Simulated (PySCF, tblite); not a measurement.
# C₅H₁₆BNSi: geometry, infrared bands and NMR shifts

Aim: predict the infrared bands and NMR shifts of C₅H₁₆BNSi (`CCB[Si](C)(C)NC`).

Programs: tblite 0.8.0 and PySCF 2.14.0, with density-fitted response routines of our own. Each step states its level of theory. These are calculated values for one molecule in the gas phase, unless marked as measured. Atoms are numbered from 0 throughout.

### Step 1. The molecule as given

24 atoms, charge 0, multiplicity 1; geometry from: force field or distance geometry start.

Bonds of the start (Å): C0–C1 1.53, C1–B2 1.60, B2–Si3 1.91, Si3–C4 1.89, Si3–C5 1.84, Si3–N6 1.80, N6–C7 1.46, C0–H8 1.09, C0–H9 1.12, C0–H10 1.09, C1–H11 1.10, C1–H12 1.13, B2–H13 1.19, C4–H14 1.10, C4–H15 1.11, C4–H16 1.12, C5–H17 1.09, C5–H18 1.12, C5–H19 1.12, N6–H20 1.05, C7–H21 1.12, C7–H22 1.11, C7–H23 1.09.

### Step 2. Geometry optimisation with GFN2-xTB

Job settings and geometry (Å):

```
{"job": {"kind": "relax", "xc": "GFN2-xTB", "basis": "xTB"}, "charge": 0, "multiplicity": 1}
C     -2.858500    -0.400000    -0.124900
C     -2.438200     1.023100    -0.508400
B     -0.974800     1.363600     0.040900
Si     0.500700     0.143100     0.037900
C      0.187700    -1.089200     1.433200
C      0.812100    -0.675300    -1.582700
N      1.973100     1.107100     0.434700
C      3.139600     0.229300     0.359200
H     -2.628400    -0.610400     0.924100
H     -3.976900    -0.415300    -0.205000
H     -2.479700    -1.109400    -0.853900
H     -2.549000     1.187200    -1.592000
H     -3.177800     1.686100     0.028800
H     -0.918700     2.261000     0.822100
H     -0.195600    -0.534800     2.307300
H      1.165900    -1.570900     1.639000
H     -0.576400    -1.852100     1.139400
H     -0.080200    -0.880000    -2.180200
H      1.589200    -0.077700    -2.125400
H      1.283800    -1.667600    -1.350500
H      2.022000     1.848900    -0.309300
H      3.322700    -0.004900    -0.718800
H      2.872200    -0.696200     0.911700
H      3.973700     0.754300     0.814200
```

Command:

```
$ OMP_NUM_THREADS=1 python probes_run.py task.json out
```

This one command runs all jobs of the session in turn.

**Question.** This job is followed by: GFN2-xTB harmonic vibrations, gas phase; GIAO PBE0/pcSseg-1 NMR shielding, non-relativistic, gas phase. What will the session give for the following? strongest single infrared mode (GFN2-xTB); zero-point energy (GFN2-xTB); 13C shifts against TMS (PBE0/pcSseg-1, means over atoms taken as alike); 1H shifts against TMS (PBE0/pcSseg-1, means over atoms taken as alike); 11B shifts against BF3·OEt2 (PBE0/pcSseg-1); 29Si shifts against TMS (PBE0/pcSseg-1); 15N shifts against NH3 (PBE0/pcSseg-1).

The runs gave:

| quantity | value |
| --- | --- |
| strongest single infrared mode (GFN2-xTB) | 837 cm⁻¹, 201 km/mol |
| zero-point energy (GFN2-xTB) | 128.1 kcal/mol |
| 13C shifts against TMS (PBE0/pcSseg-1, means over atoms taken as alike) | 35.2, 30.6, 15.5, -0.5 ppm |
| 1H shifts against TMS (PBE0/pcSseg-1, means over atoms taken as alike) | 9.86, 2.76, 1.92, 1.35, 0.13, 0.06 ppm |
| 11B shifts against BF3·OEt2 (PBE0/pcSseg-1) | 114.9 ppm |
| 29Si shifts against TMS (PBE0/pcSseg-1) | -16.2 ppm |
| 15N shifts against NH3 (PBE0/pcSseg-1) | 21.6 ppm |

What this shows: The optimisation took 138 steps and gained 0.980 eV; among the close pairs (by a distance rule), Si3–C5 changed most, from 1.842 to 1.933 Å. No mode is imaginary among the 66: a minimum at this level. The strongest single mode, at 837 cm⁻¹, is spread over many atoms; the largest shares are those of Si3, H16. GFN2-xTB is a fitted tight-binding method: band positions and strengths are rough. Its intensities can rank the bands wrongly. At PBE0/pcSseg-1: Shielding is most anisotropic at B2 (span 248 ppm, paramagnetic term -213 ppm).
